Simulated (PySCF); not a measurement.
**RuO₃H: relaxation and vibrations of the doublet**

Aim: relax RuO₃H as a doublet from a tetrahedral start, check by its vibrations whether the end is a minimum, and collect its spectrum and constants.

Program: PySCF 2.14.0. Level of theory: PBE0, basis Ru def2-TZVP with ECP28, O def2-TZVP, H def2-TZVP, scalar-relativistic core potentials, no spin–orbit coupling, density fitting. These are calculated values, not measurements.

**1. Where the work starts**

5 atoms, charge 0, spin multiplicity 2.

Bond lengths: Ru1–O2 1.710 Å, Ru1–O3 1.710 Å, Ru1–O4 1.710 Å, Ru1–H5 1.570 Å. Angles: O2–Ru1–O3 109.5°, O2–Ru1–O4 109.5°, O2–Ru1–H5 109.5°, O3–Ru1–O4 109.5°, O3–Ru1–H5 109.5°, O4–Ru1–H5 109.5°.

```xyz
5
charge 0 multiplicity 2
Ru    0.0000    0.0000    0.0000
O    -1.3963    0.0000    0.9872
O     0.0000    1.3963   -0.9872
O     0.0000   -1.3963   -0.9872
H     1.2820    0.0000    0.9063
```

**2. First SCF at the start**

One driver script runs all steps and calls PySCF; scf.py shows how it sets up the SCF of each step. The optimiser is the driver's own. After this first run the driver tries any further starts and a stability analysis.

Input file scf.py:

```python
from pyscf import gto, scf, dft
mol = gto.M(atom='''
Ru     0.000000     0.000000     0.000000
O     -1.396300     0.000000     0.987200
O      0.000000     1.396300    -0.987200
O     -0.000000    -1.396300    -0.987200
H      1.282000     0.000000     0.906300''',
    basis={'Ru': 'def2-TZVP', 'O': 'def2-TZVP', 'H': 'def2-TZVP'},
    ecp={'Ru': 'def2-TZVP'},
    charge=0, spin=1)
mf = dft.UKS(mol, xc='PBE0')
mf.grids.atom_grid = (50, 194)
aux = {'Ru': 'def2-universal-JKFIT', 'O': 'def2-universal-JKFIT', 'H': 'def2-universal-JKFIT'}
mf = mf.density_fit(auxbasis=aux)
mf.conv_tol = 1e-08
mf.diis_space = 10
mf.max_cycle = 60
mf.init_guess = 'minao'
mf.verbose = 4
mf.kernel()
```

Run with:

```sh
$ OMP_NUM_THREADS=4 python axn.py task.json out
```

The runs that follow: Relaxing the doublet from the tetrahedral start; Releasing the symmetry; Hessian and properties.

Q: Predict the outcome of this session. Wanted: minimum; geometry; wavenumbers; dipole moment; highest occupied, lowest empty level; polar-tensor charge of Ru1; zero-point energy; atomisation energy; ⟨S²⟩.

**Answer**, as computed:

| quantity | value |
| --- | --- |
| minimum | doublet, Cs |
| geometry | Ru–H 1.577 Å, Ru–O 1.662 Å (×2), Ru–O 1.716 Å; H–Ru–O 93.0°, H–Ru–O 101.0° (×2), O–Ru–O 112.4° (×2), O–Ru–O 128.4° |
| wavenumbers (cm⁻¹) | 177 (a''), 230 (a'), 322 (a'), 601 (a'), 728 (a''), 871 (a'), 962 (a''), 1018 (a'), 2204 (a') |
| dipole moment | 1.03 D |
| highest occupied, lowest empty level (either spin) | -8.28, -4.94 eV |
| polar-tensor charge of Ru1 | +1.58 e |
| zero-point energy | 42.5 kJ/mol |
| entropy at 298.15 K | 309.1 J/(mol K) |
| atomisation energy (no zero-point energy) | 1590 kJ/mol |
| ⟨S²⟩ | 0.765 |

From C3v at the start the molecule goes to a Cs minimum. The strongest infrared band lies at 962 cm⁻¹ (a'', stretch). Only this shape and spin were tried, so other structures or states may lie lower. One determinant may miss the lowest occupation of an open d or f shell.
